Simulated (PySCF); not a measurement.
# NaCd⁺ at other levels of theory

Aim: see what other levels and later steps give for NaCd⁺.

Computed with PySCF 2.14.0. Level: method and basis as typed in the scripts.

5 further runs of the same task are left out: 5 that didn't finish.

## (1) Where the work starts

NaCd⁺: 2 atoms, charge 1, spin multiplicity 1.

No contacts short enough for the rule that draws bonds.

## (2) The run that the others are compared with

The input, input.py:

```python
from pyscf import gto, dft

mol = gto.M(
    atom='Na 0 0 0; Cd 0 0 3.229',
    basis='sbkjc',
    ecp={'Na': 'sbkjc', 'Cd': 'sbkjc'},
    charge=1,
    spin=0,
    symmetry=True,
    verbose=4,
)
mf = dft.RKS(mol, xc='b3lyp5')
mf.kernel()
mf.dip_moment()
print('orbital energies (hartree):', mf.mo_energy[..., max(0, mol.nelec[1]-3):mol.nelec[0]+3].round(4))
```

The run is started by

```console
> OMP_NUM_THREADS=1 python input.py
```

Its log is not repeated here.

In short: E(SCF) = -166.872711 Eh, 10 cycles.

The bond length is a typed value, not an optimised one. The dipole of an ion depends on the origin.

## (3) MP2 (RHF)

Run 1 changes step after the SCF: none → mp2; SCF type: RKS → RHF; functional: b3lyp5 → none (Hartree–Fock).

The input, input.py:

```python
from pyscf import gto, scf, mp

mol = gto.M(
    atom='Na 0 0 0; Cd 0 0 3.229',
    basis='sbkjc',
    ecp={'Na': 'sbkjc', 'Cd': 'sbkjc'},
    charge=1,
    spin=0,
    symmetry=True,
    verbose=4,
)
mf = scf.RHF(mol)
mf.kernel()
mp.MP2(mf).kernel()
mf.dip_moment()
print('orbital energies (hartree):', mf.mo_energy[..., max(0, mol.nelec[1]-3):mol.nelec[0]+3].round(4))
```

The run is started by

```console
> OMP_NUM_THREADS=1 python input.py
```

## (4) Gradient

Run 2 changes step after the SCF: none → gradient.

input.py: that of step 2 with these lines changed.

```diff
@@ -13,2 +13,5 @@
 mf.kernel()
+g = mf.nuc_grad_method()
+g.grid_response = True
+g.kernel()
 mf.dip_moment()
```

## (5) Blyp

Run 3 changes functional: b3lyp5 → blyp.

input.py: that of step 2 with these lines changed.

```diff
@@ -11,3 +11,3 @@
 )
-mf = dft.RKS(mol, xc='b3lyp5')
+mf = dft.RKS(mol, xc='blyp')
 mf.kernel()
```

## (6) TDA

Run 4 changes step after the SCF: none → tda; number of roots: none → 5.

input.py: that of step 2 with these lines changed.

```diff
@@ -1,2 +1,2 @@
-from pyscf import gto, dft
+from pyscf import gto, dft, tdscf
 
@@ -13,2 +13,6 @@
 mf.kernel()
+td = tdscf.TDA(mf)
+td.nstates = 5
+td.kernel()
+td.analyze(verbose=3)
 mf.dip_moment()
```

## (7) Hse06

Run 5 changes functional: b3lyp5 → hse06.

input.py: that of step 2 with these lines changed.

```diff
@@ -11,3 +11,3 @@
 )
-mf = dft.RKS(mol, xc='b3lyp5')
+mf = dft.RKS(mol, xc='hse06')
 mf.kernel()
```

Before running it: what results should come out? Wanted: for each run, E(SCF); from base; gap; after the SCF.

The runs gave:

```
      run  E(SCF) (hartree)  from base (eV)  cycles  gap (eV)              after the SCF
     base       -166.872711               0      10      4.73                        n/a
MP2 (RHF)       -166.025761  not comparable      11      7.93  MP2 correlation -5.433 eV
 gradient       -166.872711          0.0000      10      4.73                        n/a
     blyp       -166.839641  not comparable      10      3.74                        n/a
      TDA       -166.872711          0.0000      10      4.73  lowest root found 4.65 eV
    hse06       -166.889395  not comparable      10      4.30                        n/a
```

**Reading.** The gap between the frontier levels is 3.7 eV with blyp (0 % exact exchange) and 4.7 eV with b3lyp5 (20 %): exact exchange opens it. A lower total energy from another functional means nothing by itself. The dearest run is “TDA”, at 4.4 s against 1.4 s.
